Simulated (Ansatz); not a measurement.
# CH6S3Si: one species, many methods

Aim: compute CH6S3Si with functionals from several rungs and with coupled cluster. The yardstick is the atomisation energy at the CCSD(T) limit.

Method: functionals in def2-TZVPP, the program's frozen cores in correlated methods; program: Ansatz 0.2.0, Gaussian basis.

Plan: PBE-D4, r2SCAN-D4, PBE0-D4, B3LYP-D4, ωB97X-V, ωB97M-V, B2PLYP; CCSD(T)/def2-TZVPP; MP2/def2-QZVPP; extrapolation to the limit.

## (1) The relaxed structure

The geometry comes from an earlier relaxation with PBE0-D4 in a triple-zeta def2 set; it is a stationary point, not always the lowest conformer.

11 atoms, charge 0, spin multiplicity 1.

Atoms are counted from 1 here; the program's logs count them from 0.

Bond lengths: Si1–C2 1.883 Å, Si1–H6 1.484 Å, Si1–H7 1.489 Å, Si1–H8 1.483 Å, C2–S3 1.812 Å, C2–H9 1.093 Å, C2–H10 1.095 Å, S3–S4 2.027 Å, S4–S5 2.056 Å, S5–H11 1.347 Å. Angles: C2–Si1–H6 108.7°, C2–Si1–H7 109.3°, C2–Si1–H8 110.7°, H6–Si1–H7 109.4°, H6–Si1–H8 109.7°, H7–Si1–H8 109.0°, Si1–C2–S3 113.5°, Si1–C2–H9 113.2°, Si1–C2–H10 109.3°, S3–C2–H9 109.1°, S3–C2–H10 104.4°, H9–C2–H10 106.7°, C2–S3–S4 104.0°, S3–S4–S5 107.3°, S4–S5–H11 98.0°.

## (2) PBE-D4 (GGA)

The input, in.yaml:

```yaml
crystal:
  periodic: [false, false, false]
  atoms:
    - {symbol: Si, position_ang: [-1.435960, 0.426619, 0.818190]}
    - {symbol: C, position_ang: [0.252493, 0.949045, 0.168738]}
    - {symbol: S, position_ang: [1.621119, -0.032040, 0.838871]}
    - {symbol: S, position_ang: [1.345920, -1.872779, 0.035306]}
    - {symbol: S, position_ang: [2.139924, -1.838182, -1.861150]}
    - {symbol: H, position_ang: [-1.457507, 0.608872, 2.291302]}
    - {symbol: H, position_ang: [-2.486410, 1.280795, 0.198913]}
    - {symbol: H, position_ang: [-1.710024, -0.992366, 0.486052]}
    - {symbol: H, position_ang: [0.313070, 0.948538, -0.922447]}
    - {symbol: H, position_ang: [0.465093, 1.972729, 0.495645]}
    - {symbol: H, position_ang: [1.017682, -1.508228, -2.528818]}
basis:
  gaussian: {orbitals: def2-TZVPP}
hamiltonian: {xc: pbe, dispersion: d4}
output: {forces: true, orbitals: {seedname: orbitals}}
```

Started as:

```sh
ansatz run in.yaml --threads 4 --pin off --events-out ev --progress --plain --max-ram 10444MiB
```

After this run come: r2SCAN-D4 (meta-GGA); PBE0-D4 (hybrid); B3LYP-D4 (hybrid); ωB97X-V (range-separated); ωB97M-V (range-separated); B2PLYP (double hybrid); CCSD(T) in def2-TZVPP; MP2 in def2-QZVPP.

Q: Predict the results of all the runs planned. Wanted: atomisation energy, CCSD(T)/CBS; farthest; mean size of error, hybrid; mean size of error, range-separated; gap, smallest and largest; T1 diagnostic; triples share of the correlation energy.

The runs gave:

| quantity | value |
| --- | --- |
| atomisation energy, CCSD(T)/CBS | 3396.3 kJ/mol |
| functionals within 17.0 kJ/mol (0.5 %) | PBE0-D4, B3LYP-D4 |
| farthest | B2PLYP (-71.0 kJ/mol) |
| mean size of error, hybrid | 7.4 kJ/mol |
| mean size of error, range-separated | 25.7 kJ/mol |
| gap, smallest and largest | 3.73 eV (PBE-D4), 10.24 eV (ωB97X-V) |
| T1 diagnostic | 0.0139 |
| triples share of the correlation energy | 4.6 % |

PBE-D4 misses by +65.6 kJ/mol. Double hybrids carry the basis error of their MP2 part in triple zeta, and no dispersion term here, so their miss is partly the set-up's. Misses under about 17.0 kJ/mol are within the doubt on the reference itself, which lacks core-valence correlation, relativity and higher excitations. Hartree-Fock recovers 70 % of the binding; the rest is correlation. Orbital gaps span 3.7 to 10.2 eV; exact exchange widens them.
